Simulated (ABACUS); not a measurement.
Crystal: BiTe.

```
Bi Te
1.0
     0.00000    3.23500    3.23500
     3.23500    0.00000    3.23500
     3.23500    3.23500    0.00000
Bi Te
1 1
Direct
  0.00000 0.00000 0.00000
  0.50000 0.50000 0.50000
```

Base run:

| Item | Value |
| --- | --- |
| Program | ABACUS 3.10.1 |
| Functional | PBE |
| Potentials or basis | PseudoDojo NC SR 0.4.1 PBE standard |
| Cutoff | 1129 eV |
| Density cutoff | 4517 eV |
| Basis | plane waves |
| k mesh | 7 × 7 × 7 |
| Occupations | fermi-dirac, width 0.05 eV |
| Spin | no spin polarisation |

Its results: band gap on the k mesh none (metal or under the smearing width); pressure 1.0 GPa.

Problem. The run is repeated on the same cell with these changes: cutoff from 1129 eV to 1361 eV; density cutoff from 4517 eV to 5442 eV; basis from plane waves to DZP LCAO (the cutoffs set its grid). What comes out?

Solution. Band gap on the k mesh none (metal or under the smearing width); pressure 1.9 GPa.

Caveats: spin-orbit coupling is left out, which moves the levels of the heavy elements; the atomic orbitals were generated for these runs and aren't a published set (some runs); the basis of atomic orbitals isn't converged, which shifts pressures, moduli and gaps (some runs).

Not every run made on this cell is shown here.
